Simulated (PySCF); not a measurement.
# C2HPb (Pb(CCH)+): the cost of one run

Program: PySCF 2.14.0. Level of theory: r2SCAN, Pb def2-SVP with ECP60, C def2-SVP, H def2-SVP; scalar-relativistic core potentials, no spin–orbit coupling. These are calculated values, not measurements.

4 further runs of the same task are left out: 2 for a known fault of the program, 1 that didn't finish, 1 set aside as unsound or not needed. Runs told in other sessions of the task aren't counted.

**1. Starting geometry**

4 atoms, charge 1, spin multiplicity 1.

Bond lengths: Pb1–C2 2.169 Å, C2–C3 1.233 Å, C3–H4 1.082 Å. Angles: Pb1–C2–C3 180.0°, C2–C3–H4 180.0°.

Coordinates:

```csv
atom,x (Å),y (Å),z (Å)
Pb1,0.00000,0.00000,-0.18468
C2,0.00000,0.00000,1.98427
C3,0.00000,0.00000,3.21686
H4,0.00000,0.00000,4.29888
```

Formal oxidation states: Pb +2. An earlier session relaxed this geometry at r2SCAN, Pb def2-SVP with ECP60, C def2-SVP, H def2-SVP (singlet, point group C∞v).

Its energy there is -269.321719 Eh.

**2. Multiplicity 3 at the relaxed geometry**

Input file run.py (the lines that set the calculation):

```python
mol = gto.M(atom='''
Pb     0.00000     0.00000    -0.18468
C      0.00000     0.00000     1.98427
C      0.00000     0.00000     3.21686
H      0.00000     0.00000     4.29888''',
    basis={'Pb': 'def2-SVP', 'C': 'def2-SVP', 'H': 'def2-SVP'},
    ecp={'Pb': 'def2-SVP'},
    charge=1, spin=2)
mf = dft.UKS(mol, xc='R2SCAN')
mf.grids.atom_grid = (50, 194)
mf = mf.density_fit()  # fitting sets: Pb def2-universal-JKFIT, C def2-universal-JKFIT, H def2-universal-JKFIT
mf.conv_tol = 1e-08; mf.max_cycle = 55
mf.kernel(dm0)  # dm0: free metal ions and neutral atoms
```

Command:

```bash
> OMP_NUM_THREADS=2 python run.py
```

**Question.** How long does this run take on 2 threads of Arm Neoverse V2, shared host?

About 2 s.
